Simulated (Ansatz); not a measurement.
# CH6F2O2Si2: up Jacob's ladder to CCSD(T)

One table from this session's results is given with a row withheld; the runs are named, their logs left out.

Program: Ansatz 0.2.0, Gaussian basis. Level of theory: functionals in def2-TZVPP, the program's frozen cores in correlated methods. These are calculated values, not measurements.

The runs, in order: PBE-D4, r2SCAN-D4, PBE0-D4, B3LYP-D4, ωB97X-V, ωB97M-V, B2PLYP; CCSD(T)/def2-TZVPP; MP2/def2-QZVPP; extrapolation to the limit.

### Structure used throughout

An earlier PBE0-D4 in a triple-zeta def2 set relaxation fixed the geometry.

SMILES `CO[SiH](F)O[SiH2]F`, 13 atoms, charge 0, spin multiplicity 1.

Atoms are counted from 1 here; the program's logs count them from 0.

Bond lengths: C1–O2 1.414 Å, C1–H8 1.093 Å, C1–H9 1.095 Å, C1–H10 1.090 Å, O2–Si3 1.615 Å, Si3–F4 1.583 Å, Si3–O5 1.623 Å, Si3–H11 1.471 Å, O5–Si6 1.621 Å, Si6–F7 1.596 Å, Si6–H12 1.476 Å, Si6–H13 1.477 Å. Angles: O2–C1–H8 111.1°, O2–C1–H9 111.4°, O2–C1–H10 107.9°, H8–C1–H9 109.0°, H8–C1–H10 108.9°, H9–C1–H10 108.5°, C1–O2–Si3 126.2°, O2–Si3–F4 105.8°, O2–Si3–O5 112.2°, O2–Si3–H11 113.1°, F4–Si3–O5 108.7°, F4–Si3–H11 108.9°, O5–Si3–H11 108.0°, Si3–O5–Si6 149.5°, O5–Si6–F7 108.6°, O5–Si6–H12 108.6°, O5–Si6–H13 110.9°, F7–Si6–H12 107.7° and more.

Set-up of the first run:

Input file in.yaml:

```yaml
crystal:
  periodic: [false, false, false]
  atoms:
    - {symbol: C, position_ang: [-0.204350, 2.065192, -0.011525]}
    - {symbol: O, position_ang: [-1.143972, 1.063625, 0.323213]}
    - {symbol: Si, position_ang: [-0.838984, -0.298439, 1.136199]}
    - {symbol: F, position_ang: [-2.206709, -1.093494, 1.175355]}
    - {symbol: O, position_ang: [0.275895, -1.217427, 0.395921]}
    - {symbol: Si, position_ang: [0.928874, -1.791578, -0.972579]}
    - {symbol: F, position_ang: [1.479171, -0.562740, -1.829948]}
    - {symbol: H, position_ang: [0.525980, 1.692657, -0.734990]}
    - {symbol: H, position_ang: [0.324974, 2.429348, 0.875184]}
    - {symbol: H, position_ang: [-0.747863, 2.898746, -0.456724]}
    - {symbol: H, position_ang: [-0.386560, -0.058201, 2.514894]}
    - {symbol: H, position_ang: [2.080633, -2.644868, -0.622474]}
    - {symbol: H, position_ang: [-0.087078, -2.482822, -1.792527]}
basis:
  gaussian: {orbitals: def2-TZVPP}
hamiltonian: {xc: pbe, dispersion: d4}
output: {forces: true, orbitals: {seedname: orbitals}}
```

Command:

```sh
> ansatz run in.yaml --threads 2 --pin off --events-out ev --progress --plain --max-ram 32768MiB --backend cuda --devices 0, --max-vram 18GiB
```

Among the steps run: PBE-D4 (GGA); r2SCAN-D4 (meta-GGA); PBE0-D4 (hybrid); B3LYP-D4 (hybrid); ωB97X-V (range-separated); ωB97M-V (range-separated); B2PLYP (double hybrid); CCSD(T) in def2-TZVPP; MP2 in def2-QZVPP.

One of the session's tables, all rows but one given; the rest of the session is left out.

```
            method  atomisation energy (kJ/mol)
            PBE-D4                       5256.5
         r2SCAN-D4                       5234.1
           PBE0-D4                       5163.0
          B3LYP-D4                       5206.4
           ωB97X-V                       5247.1
           ωB97M-V                            ?
            B2PLYP                       5178.2
     HF/def2-TZVPP                       3895.6
    MP2/def2-TZVPP                       5244.8
   CCSD/def2-TZVPP                       5041.1
CCSD(T)/def2-TZVPP                       5109.0
           MP2/CBS                       5397.8
       CCSD(T)/CBS                       5262.0
```

Q: Estimate the row for ωB97M-V from the others.

**Answer.** atomisation energy (kJ/mol): 5242.5. In the column «atomisation energy (kJ/mol)» it lies between r2SCAN-D4 (5234.1) and MP2/def2-TZVPP (5244.8).
